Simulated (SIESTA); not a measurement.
Crystal: Cd3Se.

```
Cd Se
1.0
    -2.04095    2.04095    6.08708
     2.04095   -2.04095    6.08708
     2.04095    2.04095   -6.08708
Cd Se
3 1
Direct
  0.50000 0.50000 0.00000
  0.25000 0.75000 0.50000
  0.75000 0.25000 0.50000
  0.00000 0.00000 0.00000
```

The cell comes from a database or a generator and needn't be the stable form of this composition.

Base run:

* Program: SIESTA 5.4.2
* Functional: LDA
* Potentials or basis: PseudoDojo 0.4 standard (LDA files)
* Basis: DZP (energy shift 0.003 Ry; two zetas on semicore shells)
* Grid cutoff: 800 Ry
* Energy shift: 0.003 Ry
* k mesh: 9 × 9 × 9
* Occupations: fermi-dirac, width 0.05 eV
* Spin: no spin polarisation

Its results: band gap on the k mesh none (metal or under the smearing width); pressure -6.8 GPa.

**Question.** The run is repeated on the same cell with these changes: functional from LDA to PBEsol; potentials or basis from PseudoDojo 0.4 standard (LDA files) to PseudoDojo 0.4 standard (PBEsol files). What comes out?

**Answer.** Band gap on the k mesh none (metal or under the smearing width); pressure -4.7 GPa.

Caveats: the basis of atomic orbitals isn't converged, which shifts pressures, moduli and gaps.

Not every run made on this cell is shown here.
